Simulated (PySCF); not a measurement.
# C2H5FSSi2: the cost of one run

The runs use PySCF 2.14.0, with density-fitted response routines of our own; the level of theory stands in each step. All values are computed, except where a source is named. Atoms are numbered from 0 throughout.

## (1) The starting structure

11 atoms, charge 0, multiplicity 1; geometry from: GFN2-xTB. The atoms were then displaced at random by about 0.01 Å, so the start is not that level's minimum.

Bonds of the start (Å): C0–C1 1.17, C1–Si2 1.84, Si2–F3 1.62, Si2–S4 2.16, S4–Si5 2.16, C0–H6 1.08, Si2–H7 1.42, Si5–H8 1.48, Si5–H9 1.45, Si5–H10 1.45.

## (2) Geometry optimisation at PBE0-D3(BJ)/def2-SVP

Job settings and geometry (Å):

```
{"job": {"xc": "PBE0", "basis": "def2-SVP", "d3": "d3bj", "grid": 1, "shake": 0.01, "kind": "geom"}, "charge": 0, "multiplicity": 1}
C     -2.125290     1.563610    -0.496880
C     -1.718660     0.472400    -0.357550
Si    -0.977440    -1.198440    -0.192980
F     -0.872470    -1.493870     1.395250
S      1.041230    -1.204790    -0.965070
Si     2.063640     0.197910     0.324550
H     -2.533210     2.554980    -0.615840
H     -1.650450    -2.281170    -0.814300
H      2.058570    -0.330370     1.702850
H      3.393690     0.227840    -0.248240
H      1.358490     1.466080     0.252530
```

Launch:

```bash
> OMP_NUM_THREADS=1 python probes_run.py task.json out
```

The driver reads the jobs from task.json and runs them one after another.

Q: Estimate the wall time and peak memory of this first job on 1 thread of Arm Neoverse V2, shared host.

About 63 s, with a peak of 0.52 GiB.
